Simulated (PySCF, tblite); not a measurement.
# C4H10BrFGe: geometry, infrared bands and NMR shifts

Aim: predict the infrared bands and NMR shifts of C4H10BrFGe (`C[CH2][GeH2][C@H](F)CBr`).

Computed with tblite 0.8.0 and PySCF 2.14.0, with density-fitted response routines of our own, on a single molecule in the gas phase. Atoms count from 0, in the outputs and in this text.

### 1 The molecule as given

17 atoms, charge 0, multiplicity 1; geometry from: force field or distance geometry start.

Bonds of the start (Å): C0–C1 1.55, C1–Ge2 1.93, Ge2–C3 1.93, C3–F4 1.37, C3–C5 1.51, C5–Br6 1.95, C0–H7 1.12, C0–H8 1.10, C0–H9 1.10, C1–H10 1.12, C1–H11 1.10, Ge2–H12 1.56, Ge2–H13 1.54, C3–H14 1.13, C5–H15 1.11, C5–H16 1.11.

### 2 Optimising the geometry with GFN2-xTB

Job settings and geometry (Å):

```
{"job": {"kind": "relax", "xc": "GFN2-xTB", "basis": "xTB"}, "charge": 0, "multiplicity": 1}
C      2.587500     0.751000     0.440500
C      1.118200     0.988300     0.006600
Ge     0.269500    -0.733800     0.203100
C     -1.594200    -0.764300    -0.298700
F     -1.797700     0.010300    -1.404200
C     -2.565400    -0.382200     0.794400
Br    -2.269200     1.435700     1.445200
H      2.779200    -0.347600     0.330800
H      2.714300     0.994400     1.502800
H      3.291800     1.270800    -0.220800
H      1.187500     1.224200    -1.082900
H      0.671500     1.788600     0.614300
H      1.004700    -1.681000    -0.787300
H      0.560400    -1.267700     1.623300
H     -1.841200    -1.835900    -0.545300
H     -3.580300    -0.370200     0.355500
H     -2.543700    -1.068600     1.662200
```

Started as:

```
$ OMP_NUM_THREADS=1 python probes_run.py task.json out
```

This one command runs all jobs of the session in turn.

**Question.** This job is followed by: GFN2-xTB harmonic vibrations, gas phase; GIAO PBE0/pcSseg-1 NMR shielding, non-relativistic, gas phase. What will the session give for the following? strongest single infrared mode (GFN2-xTB); zero-point energy (GFN2-xTB); ¹³C shifts against TMS (PBE0/pcSseg-1); ¹H shifts against TMS (PBE0/pcSseg-1, means over atoms taken as alike); ⁷³Ge shifts against GeMe4 (PBE0/pcSseg-1); ¹⁹F shifts against CFCl3 (PBE0/pcSseg-1); ⁷⁹Br shifts against HBr (PBE0/pcSseg-1); surface potential, 1st and 99th percentile.

As calculated:

| quantity | value |
| --- | --- |
| strongest single infrared mode (GFN2-xTB) | 1991 cm⁻¹, 565 km/mol |
| zero-point energy (GFN2-xTB) | 78.8 kcal/mol |
| ¹³C shifts against TMS (PBE0/pcSseg-1) | 98.1, 53.6, 11.8, 11.7 ppm |
| ¹H shifts against TMS (PBE0/pcSseg-1, means over atoms taken as alike) | 5.47, 4.36, 4.31, 3.99, 3.84, 1.73, 1.51, 1.23 ppm |
| ⁷³Ge shifts against GeMe4 (PBE0/pcSseg-1) | -150 ppm |
| ¹⁹F shifts against CFCl3 (PBE0/pcSseg-1) | -230.6 ppm |
| ⁷⁹Br shifts against HBr (PBE0/pcSseg-1) | 303 ppm |
| surface potential, 1st and 99th percentile | -0.95 V and 1.25 V |

**Reading.** The optimisation took 89 steps and gained 0.507 eV; among the close pairs (by a distance rule), Ge2–C3 changed most, from 1.930 to 2.020 Å. All 45 modes are real, so the xTB geometry is a minimum. The strongest single mode, at 1991 cm⁻¹, moves mainly H13 and H12. GFN2-xTB is a fitted tight-binding method: band positions and strengths are rough. Its intensities can rank the bands wrongly. C5 stands next to heavy halogen, whose spin-orbit shielding this run leaves out, so the computed shift lies too far downfield, most of all for carbon beside Br or I. The most deshielded carbon is C3 (sp3 CH bonded to F and Ge), at 98.1 ppm: deshielded by the electronegative neighbour. The most deshielded hydrogen is H14 (hydrogen on an sp3 CH bonded to F and Ge), at 5.47 ppm: its carbon carries F, which withdraws density. At PBE0/pcSseg-1: The widest tensor belongs to Br6: span 1181 ppm, with a paramagnetic part of -805 ppm. Spin-orbit coupling is left out, which matters for shieldings and couplings at and beside the heavy atoms.
